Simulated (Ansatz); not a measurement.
# ClH3OSn: the cost of one run

All numbers below are computed with Ansatz 0.2.0 (RKS B3LYP-D4/def2-SVP).

## Step 1: Starting point

Bond lengths: Sn1–O2 2.160 Å, O2–H3 1.010 Å, Sn1–H4 1.940 Å, Sn1–Cl5 2.408 Å, Sn1–H6 1.739 Å. Angles: Sn1–O2–H3 74.6°, O2–Sn1–H4 38.9°, O2–Sn1–Cl5 123.2°, O2–Sn1–H6 123.2°, H4–Sn1–Cl5 122.7°, H4–Sn1–H6 122.7°, Cl5–Sn1–H6 109.5°.

Coordinates:

```xyz
6

Sn    0.0000    0.0000    0.0000
O     1.2811    0.0000    1.7390
H     0.3715   -0.2814    2.0762
H     1.8761    0.0000    0.4941
Cl   -1.1351    1.9666   -0.8025
H    -0.8195   -1.4198   -0.5794
```

## Step 2: A restrained relaxation towards end A

Springs on the bonds that form and break draw the guess towards this end; the thresholds are loose.

File input.yaml:

```yaml
crystal:
  periodic: [false, false, false]
  atoms:
    - { symbol: Sn, position_ang: [0.0, 0.0, 0.0] }
    - { symbol: O, position_ang: [1.2811, 0.0, 1.739] }
    - { symbol: H, position_ang: [0.3715, -0.2814, 2.0762] }
    - { symbol: H, position_ang: [1.8761, 0.0, 0.4941] }
    - { symbol: Cl, position_ang: [-1.1351, 1.9666, -0.8025] }
    - { symbol: H, position_ang: [-0.8195, -1.4198, -0.5794] }
basis:
  gaussian: { orbitals: def2-SVP }
hamiltonian:
  xc: b3lyp
  dispersion: d4
relax:
  f_tol: 0.15
  max_steps: 25
  restrain:
    - { distance: [1, 3], at: 2.21, k: 30.0 }
    - { distance: [0, 1], at: 1.96, k: 30.0 }
    - { distance: [0, 3], at: 1.74, k: 30.0 }
```

Run with:

```bash
ansatz run input.yaml --threads 1 --pin off --max-ram 2048MiB --backend cpu --events-out ev --progress --plain --runs-dir out
```

Q: Estimate wall time and peak memory on 1 thread of AMD EPYC 7R43 (Zen 3), shared host.

About 32 s, with a peak of 0.17 GiB.
